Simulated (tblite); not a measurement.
# CH4BF3OSi2: the cost of one run

Computed with tblite 0.8.0 and PySCF 2.14.0; each step states its level. No surroundings beyond the atoms listed, unless a continuum is named. Atoms count from 0, parts from 1.

## (1) Starting point

12 atoms, charge 0, multiplicity 3; geometry: distance geometry start.

## (2) Relaxing the cluster with GFN2-xTB

Job settings and geometry (Å):

```
{"job": {"kind": "relax", "xc": "GFN2-xTB", "basis": "xTB"}, "charge": 0, "multiplicity": 3}
C     -0.669249     0.686596    -0.298122
O     -1.335602     1.761966    -0.887936
Si    -1.654712     3.319927    -0.063812
F     -1.709456     3.065734     1.587523
F     -3.139513     3.893683    -0.599001
F     -0.450764     4.424426    -0.426115
B     -0.076810    -0.670985     0.155416
Si    -1.365367    -2.031255     0.700744
H      0.878430    -0.641315     0.794588
H     -0.815052    -2.836911     1.747708
H     -1.703969    -2.853497    -0.412568
H     -2.541166    -1.393318     1.184733
```

With the program's defaults for keys left out, this is: GFN2-xTB geometry optimisation, gas phase.

On the command line:

```sh
$ OMP_NUM_THREADS=1 python cluster_run.py task.json out
```

One launch serves the whole session: the jobs run in the order shown.

Q: Estimate the wall time of this first job on 1 thread of Arm Neoverse V1, shared host.

About 3.7 s.
